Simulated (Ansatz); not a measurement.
# CH₄Se, SMILES C[SeH]: a short molecular-dynamics run

Program: Ansatz 0.2.0 through its Python package.

At the Python prompt:
```pycon
>>> import warnings
>>> import ansatz as az
>>> import numpy as np
>>> BASIS = 'def2-SVP'
>>> XC = 'pbe0'
>>> N_STEPS = 20
>>> TEMPERATURE_K = 500
>>> warnings.simplefilter('ignore', az.DeckWarning)
>>> geometry = (
...     az.Crystal.molecule()
...     .atom('C', [-0.13377, -0.35969, -0.39732])
...     .atom('Se', [0.85187, 0.26803, 1.1726])
...     .atom('H', [-1.19457, -0.40581, -0.16723])
...     .atom('H', [0.24127, -1.35473, -0.62238])
...     .atom('H', [0.05474, 0.30572, -1.23506])
...     .atom('H', [0.18047, 1.54648, 1.2494])
... )
>>> setup = geometry.calculation().basis(gaussian=BASIS).functional(XC)
>>> symbols = [site.symbol for site in geometry.cartesian_sites]
>>> start = np.array([site.position_ang for site in geometry.cartesian_sites], dtype=float)
>>> report = setup.relax(force_tolerance=0.02).run(threads=1, backend='cpu').report
>>> end = np.array(report['positions_ang'])
>>> minimum = az.Crystal.molecule()
>>> for symbol, place in zip(symbols, end):
...     minimum = minimum.atom(symbol, place.tolist())
...
>>> setup = (
...     minimum.calculation()
...     .basis(gaussian=BASIS)
...     .functional(XC)
...     .md('nve', timestep=0.25, steps=N_STEPS, temperature=TEMPERATURE_K, initial_velocities='maxwell_boltzmann', seed=96)
... )
>>> frames = []
>>> outcome = setup.session().plan().execute(on_event=lambda e: frames.append(e['data']) if e['event'] == 'md_step' else None)
>>> print('t (fs)   E_pot (eV)      E_kin (eV)   T (K)   d(0-1) (A)')
t (fs)   E_pot (eV)      E_kin (eV)   T (K)   d(0-1) (A)
>>> for f in frames[::1]:
...     xyz = np.array(f['positions_ang'])
...     print(f'{f["time_fs"]:6.2f} {f["lagrangian_ev"]:14.5f} {f["e_kin_ev"]:10.5f} {f["temperature_k"]:8.1f} {np.linalg.norm(xyz[0] - xyz[1]):9.4f}')
...
  0.00   -66433.85055    0.25852    500.0    1.9477
  0.25   -66433.84911    0.25709    497.2    1.9474
  0.50   -66433.84491    0.25290    489.1    1.9470
  0.75   -66433.83815    0.24617    476.1    1.9466
  1.00   -66433.82918    0.23722    458.8    1.9462
  1.25   -66433.81839    0.22646    438.0    1.9459
  1.50   -66433.80625    0.21435    414.6    1.9455
  1.75   -66433.79324    0.20137    389.5    1.9451
  2.00   -66433.77984    0.18800    363.6    1.9447
  2.25   -66433.76648    0.17465    337.8    1.9443
  2.50   -66433.75351    0.16171    312.8    1.9439
  2.75   -66433.74123    0.14944    289.0    1.9435
  3.00   -66433.72983    0.13804    267.0    1.9431
  3.25   -66433.71941    0.12762    246.8    1.9427
  3.50   -66433.70998    0.11819    228.6    1.9423
  3.75   -66433.70149    0.10970    212.2    1.9418
  4.00   -66433.69383    0.10202    197.3    1.9414
  4.25   -66433.68683    0.09502    183.8    1.9410
  4.50   -66433.68035    0.08852    171.2    1.9406
  4.75   -66433.67422    0.08238    159.3    1.9402
  5.00   -66433.66832    0.07648    147.9    1.9398
>>> kept = np.array([f['conserved_ev'] for f in frames])
>>> print(f'conserved energy moves by at most {1000 * np.ptp(kept):.3f} meV')
conserved energy moves by at most 0.245 meV
>>> symbols = [site.symbol for site in geometry.cartesian_sites]
>>> with open('last_frame.xyz', 'w') as handle:
...     handle.write(f'{len(symbols)}\nt = {frames[-1]["time_fs"]} fs\n')
...     handle.writelines('{:2s} {:10.5f} {:10.5f} {:10.5f}\n'.format(s, *xyz) for s, xyz in zip(symbols, frames[-1]['positions_ang']))
...
13
```

`last_frame.xyz`, as written:
```text
6
t = 5.0 fs
C    -0.13968   -0.34295   -0.37930
Se    0.85898    0.25560    1.17226
H    -1.23809   -0.41409   -0.30952
H     0.33320   -1.33223   -0.47446
H     0.02304    0.35999   -1.21606
H     0.13667    1.51159    1.16591
```

Reading the output:
- Total energies depend on the basis set; only differences at equal settings carry meaning.
- The trajectory is only some femtoseconds long, so its temperature is not equilibrated; where the script doesn't relax first, it starts from a rough generated geometry.
- The temperature counts the internal degrees of freedom alone.
- The whole script took 46 s on 1 thread of Arm Neoverse V1 (shared host), peak memory 0.2 GiB.
